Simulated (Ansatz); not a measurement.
# Rh (fcc type): the cost of one run

Computed with Ansatz 0.2.0 (DFT, r2SCAN, PAW with Ansatz's default frozen-core files, scalar-relativistic, unless a step's input says otherwise).

### Step 1. The starting structure

The structure is cubic, space group Fm-3m (No. 225). Conventional cell: a = 3.803 Å, b = 3.803 Å, c = 3.803 Å, α = 90.00°, β = 90.00°, γ = 90.00°. Around Rh (site symmetry m-3m) lie 12 Rh at 2.69 Å.

Structure file:

```
CELL_PARAMETERS angstrom
0.00000 1.90148 1.90148
1.90148 0.00000 1.90148
1.90148 1.90148 0.00000
ATOMIC_POSITIONS crystal
Rh 0.00000 0.00000 0.00000
```

### Step 2. Bulk cell relaxed, PAW

Contents of input.yaml:

```yaml
crystal:
  lattice:
    - [0.0, 1.9014762304, 1.9014762304]
    - [1.9014762304, 0.0, 1.9014762304]
    - [1.9014762304, 1.9014762304, 0.0]
  atoms:
    - { symbol: Rh, position: [0.0, 0.0, 0.0] }
kpoints:
  mp_grid: { grid: [20, 20, 20] }
scf:
  occupations: { method: fermi_dirac, width: 0.08 }
hamiltonian:
  xc: r2scan
  pseudopotentials: { kind: paw }
output:
  forces: true
  stress: true
relax:
  f_tol: 0.005
  max_steps: 40
  cell: {}
```

Started as:

```sh
$ ansatz run input.yaml --threads 2 --pin off --max-ram 4096MiB --backend cpu --events-out ev --progress --plain --runs-dir out
```

Q: Estimate wall time and peak memory on 2 threads of Intel Xeon Platinum 8488C (Sapphire Rapids), shared host.

About 14 s, with a peak of 0.42 GiB.
